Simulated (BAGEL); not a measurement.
# AlPH3F3 (Al(PF3)H3): HF/6-31G(d) (density fitting with qzvpp-jkfit, spherical functions)

What is the vertical ionisation energy of AlPH3F3 (Al(PF3)H3) at HF/6-31G* (density fitting with qzvpp-jkfit, spherical functions)? 

Program for the calculation: BAGEL 1.2.2.

22 further runs of the same task are left out: 2 that didn't finish, 20 set aside as unsound or not needed.

### 1 Starting point

AlPH3F3: 8 atoms, total charge 0, spin state singlet. As SMILES, `[H][Al]([H])([H])<-[P](F)(F)F`. Geometry: a GFN2-xTB relaxation, a rough one for these elements and not checked as a minimum.

Bond lengths: Al1–P2 2.534 Å, P2–F3 1.584 Å, P2–F4 1.582 Å, P2–F5 1.581 Å, Al1–H6 1.563 Å, Al1–H7 1.561 Å, Al1–H8 1.561 Å. Some angles: Al1–P2–F3 123.8°, Al1–P2–F4 121.4°, Al1–P2–F5 119.9°, F3–P2–F4 94.8°, F3–P2–F5 94.9°, F4–P2–F5 94.9°, P2–Al1–H6 92.5°, P2–Al1–H7 93.3°, P2–Al1–H8 93.1°, H6–Al1–H7 119.7°.

### 2 A single-point energy at HF/6-31G(d) (density fitting with qzvpp-jkfit, spherical functions)

Input file job.json:

```json
{ "bagel": [

{
  "title": "molecule",
  "basis": "6-31gs.json",
  "df_basis": "qzvpp-jkfit",
  "angstrom": true,
  "geometry": [
    { "atom": "Al", "xyz": [      -0.001780,       0.003780,      -1.548500 ] },
    { "atom": "P", "xyz": [      -0.017700,       0.006600,       0.985310 ] },
    { "atom": "F", "xyz": [      -1.336360,       0.090620,       1.859070 ] },
    { "atom": "F", "xyz": [       0.760270,       1.107170,       1.813670 ] },
    { "atom": "F", "xyz": [       0.593410,      -1.216990,       1.778500 ] },
    { "atom": "H", "xyz": [       1.559130,      -0.035690,      -1.607090 ] },
    { "atom": "H", "xyz": [      -0.745240,       1.372760,      -1.645700 ] },
    { "atom": "H", "xyz": [      -0.811720,      -1.328260,      -1.635260 ] }
  ]
},

{ "title": "hf" },

{ "title": "print", "file": "orbitals.molden", "orbitals": true }

]}
```

The basis set 6-31G* is read from a file made from the Basis Set Exchange's data (not shown).

The run is started by

```console
$ BAGEL_NUM_THREADS=1 BAGEL job.json > job.out
```

Standard output:

```text
* using 1 threads per process

  ===============================================================
  ===============================================================

  *** Geometry ***

  { "atom" : "Al", "xyz" : [     -0.003364,      0.007143,     -2.926241 ] },
  { "atom" : "P", "xyz" : [     -0.033448,      0.012472,      1.861966 ] },
  { "atom" : "F", "xyz" : [     -2.525354,      0.171247,      3.513133 ] },
  { "atom" : "F", "xyz" : [      1.436702,      2.092248,      3.427340 ] },
  { "atom" : "F", "xyz" : [      1.121382,     -2.299778,      3.360878 ] },
  { "atom" : "H", "xyz" : [      2.946329,     -0.067444,     -3.036960 ] },
  { "atom" : "H", "xyz" : [     -1.408299,      2.594140,     -3.109922 ] },
  { "atom" : "H", "xyz" : [     -1.533928,     -2.510048,     -3.090194 ] },

  Number of auxiliary basis functions:      541

  Since a DF basis is specified, we compute 2- and 3-index integrals:
    o Being stored without compression. Storage requirement is 0.031 GB

  Number of basis functions:       84
  Number of electrons      :       58

    * METHOD: MOLECULE                             0.45

  *** RHF ***

  === Nuclear Repulsion ===
   315.0004491031

      * DIIS with orbital gradients will be used.

  === RHF iteration (6-31gs.json) ===
      0       -882.48027917          0.02136466           0.13
      1       -882.64058531          0.01428101           0.12
      2       -882.73802190          0.00102774           0.12
      3       -882.73948114          0.00016691           0.15
      4       -882.73952401          0.00005158           0.12
      5       -882.73952821          0.00001201           0.12
      6       -882.73952838          0.00000446           0.12
      7       -882.73952840          0.00000174           0.12
      8       -882.73952840          0.00000045           0.12
      9       -882.73952840          0.00000010           0.12
     10       -882.73952840          0.00000002           0.12
     11       -882.73952840          0.00000001           0.12
    * SCF iteration converged.

    * Permanent dipole moment:
           (    0.031449,    -0.014573,    -0.042888) a.u.

    * METHOD: HF                                   1.74

    * METHOD: PRINT                                0.02

  ===============================================================
```

Wall time 2.5 s (1 thread of Intel Xeon Platinum 8259CL at 2.50GHz (Skylake/Cascade Lake), shared host); peak memory 0.14 GiB.

### 3 The doublet cation at the same level

Edit job.json of step 2 so:

```diff
@@ -6,3 +6,3 @@
   "df_basis": "qzvpp-jkfit",
-  "angstrom": true,
+  "angstrom": "true",
   "geometry": [
@@ -19,5 +19,13 @@
 
-{ "title": "hf" },
+{
+  "title": "uhf",
+  "charge": 1,
+  "nopen": 1
+},
 
-{ "title": "print", "file": "orbitals.molden", "orbitals": true }
+{
+  "title": "print",
+  "file": "orbitals.molden",
+  "orbitals": "true"
+}
```

The basis set 6-31G* is read from a file made from the Basis Set Exchange's data (not shown).

The run is started by

```console
$ BAGEL_NUM_THREADS=1 BAGEL job.json > job.out
```

Standard output:

```text
* using 1 threads per process

  ===============================================================
  ===============================================================

  *** Geometry ***

  { "atom" : "Al", "xyz" : [     -0.003364,      0.007143,     -2.926241 ] },
  { "atom" : "P", "xyz" : [     -0.033448,      0.012472,      1.861966 ] },
  { "atom" : "F", "xyz" : [     -2.525354,      0.171247,      3.513133 ] },
  { "atom" : "F", "xyz" : [      1.436702,      2.092248,      3.427340 ] },
  { "atom" : "F", "xyz" : [      1.121382,     -2.299778,      3.360878 ] },
  { "atom" : "H", "xyz" : [      2.946329,     -0.067444,     -3.036960 ] },
  { "atom" : "H", "xyz" : [     -1.408299,      2.594140,     -3.109922 ] },
  { "atom" : "H", "xyz" : [     -1.533928,     -2.510048,     -3.090194 ] },

  Number of auxiliary basis functions:      541

  Since a DF basis is specified, we compute 2- and 3-index integrals:
    o Being stored without compression. Storage requirement is 0.031 GB

  Number of basis functions:       84
  Number of electrons      :       58

    * METHOD: MOLECULE                             0.45

  *** Open-shell HF ***

  === Nuclear Repulsion ===
   315.0004491031

      * DIIS with orbital gradients will be used.

  === UHF iteration (6-31gs.json) ===
      0       -882.01872890          0.04550432           0.25
      1       -882.22097770          0.03104508           0.26
      2       -882.29500280          0.01959944           0.23
      3       -882.34293255          0.00148104           0.23
      4       -882.34460884          0.00073541           0.23
      5       -882.34511050          0.00044143           0.23
      6       -882.34539469          0.00018417           0.26
      7       -882.34547369          0.00013590           0.22
      8       -882.34551921          0.00011517           0.22
      9       -882.34556234          0.00010923           0.22
     10       -882.34558780          0.00010734           0.22
     11       -882.34563649          0.00010266           0.22
     12       -882.34577156          0.00007362           0.23
     13       -882.34578979          0.00005273           0.22
     14       -882.34581717          0.00003926           0.22
     15       -882.34582598          0.00003489           0.22
     16       -882.34583038          0.00002630           0.23
     17       -882.34583484          0.00000871           0.22
     18       -882.34583492          0.00000488           0.25
     19       -882.34583548          0.00000303           0.23
     20       -882.34583558          0.00000191           0.24
     21       -882.34583562          0.00000113           0.22
     22       -882.34583562          0.00000090           0.22
     23       -882.34583563          0.00000082           0.23
     24       -882.34583563          0.00000076           0.22
     25       -882.34583563          0.00000064           0.24
     26       -882.34583564          0.00000039           0.24
     27       -882.34583564          0.00000025           0.22
     28       -882.34583564          0.00000019           0.27
     29       -882.34583564          0.00000014           0.33
     30       -882.34583564          0.00000006           0.33
     31       -882.34583564          0.00000005           0.30
     32       -882.34583564          0.00000004           0.32
     33       -882.34583564          0.00000004           0.32
     34       -882.34583564          0.00000003           0.24
     35       -882.34583564          0.00000003           0.23
     36       -882.34583564          0.00000003           0.22
     37       -882.34583564          0.00000002           0.22
     38       -882.34583564          0.00000002           0.22
     39       -882.34583564          0.00000001           0.22
     40       -882.34583564          0.00000001           0.22
    * SCF iteration converged.

    * S^2 (UHF) is 0.7685

    * Permanent dipole moment:
           (   -1.020517,     0.003389,     3.576104) a.u.

    * METHOD: UHF                                 10.15

    * METHOD: PRINT                                0.03

  ===============================================================
```

Wall time 11 s (1 thread of Intel Xeon Platinum 8259CL at 2.50GHz (Skylake/Cascade Lake), shared host); peak memory 0.14 GiB.

### 4 What came out

At HF/6-31G* (density fitting with qzvpp-jkfit, spherical functions):

```
                                          quantity          value
                     singlet AlPH3F3: total energy  -882.73953 Eh
                    singlet AlPH3F3: dipole moment         0.14 D
                      singlet AlPH3F3: HOMO energy      -11.89 eV
                      singlet AlPH3F3: LUMO energy        2.27 eV
                    singlet AlPH3F3: HOMO–LUMO gap       14.15 eV
                      doublet cation: total energy  -882.34584 Eh
                              doublet cation: ⟨S²⟩          0.768
vertical ionisation energy (to the doublet cation)      10.713 eV
```

Removing an electron at fixed nuclei costs 10.71 eV (1034 kJ/mol). The negative HOMO energy of the first species, 11.89 eV, lies 1.17 eV above that difference.
